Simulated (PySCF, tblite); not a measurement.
# C₆H₁₁BO₂S: geometry, infrared bands and NMR shifts

Wanted: the infrared bands and NMR shifts of C₆H₁₁BO₂S (`OB1O[C@@H]2CCCS[C@H]1C2`), by calculation.

The runs use tblite 0.8.0 and PySCF 2.14.0, with density-fitted response routines of our own; the level of theory stands in each step. All values are computed, except where a source is named. Atoms are numbered from 0 throughout.

**1. The molecule as given**

21 atoms, charge 0, multiplicity 1; geometry from: force field or distance geometry start.

Bonds of the start (Å): O0–B1 1.47, B1–O2 1.47, O2–C3 1.42, C3–C4 1.54, C4–C5 1.55, C5–C6 1.54, C6–S7 1.84, S7–C8 1.84, C8–C9 1.52, C8–B1 1.55, C9–C3 1.53, O0–H10 0.99, C3–H11 1.12, C4–H12 1.12, C4–H13 1.11, C5–H14 1.11, C5–H15 1.10, C6–H16 1.11, C6–H17 1.11, C8–H18 1.11, C9–H19 1.10, C9–H20 1.12.

**2. Optimising the geometry with GFN2-xTB**

What the job is given:

```
{"job": {"kind": "relax", "xc": "GFN2-xTB", "basis": "xTB"}, "charge": 0, "multiplicity": 1}
O      3.324300    -0.567700    -0.317600
B      1.859100    -0.410500    -0.278900
O      1.082500    -1.353600     0.536400
C      0.117800    -0.541100     1.193300
C     -1.293000    -0.882500     0.689500
C     -1.454700    -0.735500    -0.845700
C     -1.406200     0.726000    -1.326900
S      0.280300     1.316500    -1.778300
C      1.257100     1.020300    -0.249000
C      0.455200     0.942300     1.036100
H      3.498100    -0.897500    -1.233200
H      0.142000    -0.799600     2.287700
H     -2.050900    -0.249800     1.213900
H     -1.511900    -1.937000     0.947600
H     -2.449400    -1.142200    -1.106800
H     -0.702500    -1.347800    -1.373200
H     -1.888200     1.414100    -0.595800
H     -2.016100     0.785800    -2.250200
H      2.050500     1.794800    -0.167600
H     -0.414300     1.620200     1.059900
H      1.111300     1.261800     1.881800
```

The run is started by

```console
OMP_NUM_THREADS=1 python probes_run.py task.json out
```

This one command runs all jobs of the session in turn.

**Question.** This job is followed by: GFN2-xTB harmonic vibrations, gas phase; GIAO PBE0/pcSseg-1 NMR shielding, non-relativistic, gas phase. What will the session give for the following? strongest single infrared mode (GFN2-xTB); zero-point energy (GFN2-xTB); 13C shifts against TMS (PBE0/pcSseg-1); 1H shifts against TMS (PBE0/pcSseg-1); 17O shifts against H2O (PBE0/pcSseg-1); 11B shifts against BF3·OEt2 (PBE0/pcSseg-1); 33S shifts against CS2 (PBE0/pcSseg-1).

The runs gave:

| quantity | value |
| --- | --- |
| strongest single infrared mode (GFN2-xTB) | 1359 cm⁻¹, 305 km/mol |
| zero-point energy (GFN2-xTB) | 106.8 kcal/mol |
| 13C shifts against TMS (PBE0/pcSseg-1) | 80.6, 41.7, 38.9, 36.5, 28.6, 27.5 ppm |
| 1H shifts against TMS (PBE0/pcSseg-1) | 4.69, 4.27, 2.79, 2.62, 2.54, 2.15, 2.01, 1.88, 1.83, 1.81, 1.12 ppm |
| 17O shifts against H2O (PBE0/pcSseg-1) | 170.4, 109.4 ppm |
| 11B shifts against BF3·OEt2 (PBE0/pcSseg-1) | 31.8 ppm |
| 33S shifts against CS2 (PBE0/pcSseg-1) | 21 ppm |

**Reading.** Relaxing lowered the energy by 1.383 eV in 71 steps; the close pair that moved most is O0–B1, from 1.474 to 1.341 Å. All 57 modes are real, so the xTB geometry is a minimum. The strongest single mode, at 1359 cm⁻¹, moves mainly B1. GFN2-xTB is a fitted tight-binding method: band positions and strengths are rough. Its intensities can rank the bands wrongly. The most deshielded carbon is C3 (sp3 CH bonded to O), at 80.6 ppm: pulled downfield by the heteroatom. The most deshielded hydrogen is H11 (hydrogen on an sp3 CH bonded to O), at 4.69 ppm: its carbon carries O, hence the downfield position. At PBE0/pcSseg-1: The largest span, 261 ppm, is at O2, where the paramagnetic term is -229 ppm.
